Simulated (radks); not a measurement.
**Ga⁴⁺ in [Ne] 3s2 3p5.5 3d9 4f0.5: an all-electron calculation**

The task here is to estimate one member of a computed series from the others.

Method: scalar-relativistic Kohn-Sham, LDA (Slater exchange, VWN5 correlation), spin-polarised, spherical densities, finite nucleus; open shells are filled with parallel spins first. Code: radks (a radial shooting solver on a logarithmic mesh, Libxc functionals) version 1.

**What is computed**

* element: gallium (Z = 31)
* charge: +4
* electrons: 27
* configuration: [Ne] 3s2 3p5.5 3d9 4f0.5
* nuclear rms radius: 3.9973 fm

The first run:

Settings of this run:

```text
Z 31
configuration [Ne] 3s2 3p5.5 3d9 4f0.5
relativity scalar-relativistic
functional lda,vwn5
spin polarised
nucleus finite rms 3.9973 fm
c 137.035999084
```

Command:

```
$ python run_ks.py task.json out
```

The same process makes all the runs of this session.

Among the steps run: Self-consistent calculation.

One table of the session follows, with a row left open; its other results are not shown here.

It belongs to the step «Radial structure». Radial moments (bohr):

```
  level      <r>  outermost maximum (interpolated)  90 % within  nodes
  1s up  0.04867                            0.0318       0.0870      0
1s down  0.04867                            0.0318       0.0870      0
  2s up   0.2182                             0.183        0.338      1
2s down   0.2181                             0.183        0.337      1
  2p up   0.1909                             0.146        0.312      0
2p down   0.1908                             0.146        0.312      0
  3s up   0.6447                             0.562        0.962      2
3s down   0.6458                             0.563        0.965      2
  3p up   0.6652                             0.563         1.02      1
3p down   0.6670                             0.563         1.02      1
  3d up   0.7225                             0.518         1.20      0
3d down        ?                                 ?            ?      ?
  4f up    3.639                              3.27         5.30      0
4f down    3.711                              3.31         5.44      0
```

**Question.** Estimate the row for 3d down.

**Answer.** <r>: 0.7278; outermost maximum (interpolated): 0.520; 90 % within: 1.21; nodes: 0. In the column «<r>» it lies between 3d up (0.7225) and 4f up (3.639).
